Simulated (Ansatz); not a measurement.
# F4GeH2: the cost of one run

All numbers below are computed with Ansatz 0.2.0 (RKS BLYP-D4/def2-SVP).

## 1. The structure to begin with

Bond lengths: Ge1–F3 1.716 Å, Ge1–F4 1.710 Å, Ge1–F5 1.734 Å, Ge1–F7 2.108 Å. Angles: F3–Ge1–F4 119.9°, F3–Ge1–F5 100.3°, F3–Ge1–F7 88.1°, F4–Ge1–F5 100.3°, F4–Ge1–F7 88.4°, F5–Ge1–F7 162.6°.

As a file:

```xyz
7

Ge   -0.5318    0.0324   -0.0070
H     1.1191    0.0311    1.1051
F    -0.9349   -1.5023   -0.6605
F    -0.8041    1.4492   -0.9250
F    -1.7747    0.1957    1.1912
H     1.5768   -0.0651    0.2391
F     1.3494   -0.1410   -0.9429
```

## 2. Pulling towards end A

Springs on the bonds that form and break draw the guess towards this end; the thresholds are loose.

The input, input.yaml:

```yaml
crystal:
  periodic: [false, false, false]
  atoms:
    - { symbol: Ge, position_ang: [-0.5318, 0.0324, -0.007] }
    - { symbol: H, position_ang: [1.1191, 0.0311, 1.1051] }
    - { symbol: F, position_ang: [-0.9349, -1.5023, -0.6605] }
    - { symbol: F, position_ang: [-0.8041, 1.4492, -0.925] }
    - { symbol: F, position_ang: [-1.7747, 0.1957, 1.1912] }
    - { symbol: H, position_ang: [1.5768, -0.0651, 0.2391] }
    - { symbol: F, position_ang: [1.3494, -0.141, -0.9429] }
basis:
  gaussian: { orbitals: def2-SVP }
hamiltonian:
  xc: blyp
  dispersion: d4
relax:
  f_tol: 0.15
  max_steps: 25
  restrain:
    - { distance: [0, 6], at: 3.07, k: 30.0 }
    - { distance: [5, 1], at: 1.92, k: 30.0 }
    - { distance: [0, 1], at: 1.51, k: 30.0 }
    - { distance: [5, 6], at: 0.88, k: 30.0 }
```

Command:

```sh
$ ansatz run input.yaml --threads 2 --pin off --max-ram 3072MiB --backend cpu --events-out ev --progress --plain --runs-dir out
```

Q: Estimate wall time and peak memory on 2 threads of Intel Xeon 6975P-C (Granite Rapids), shared host.

About 6.7 s, with a peak of 0.15 GiB.
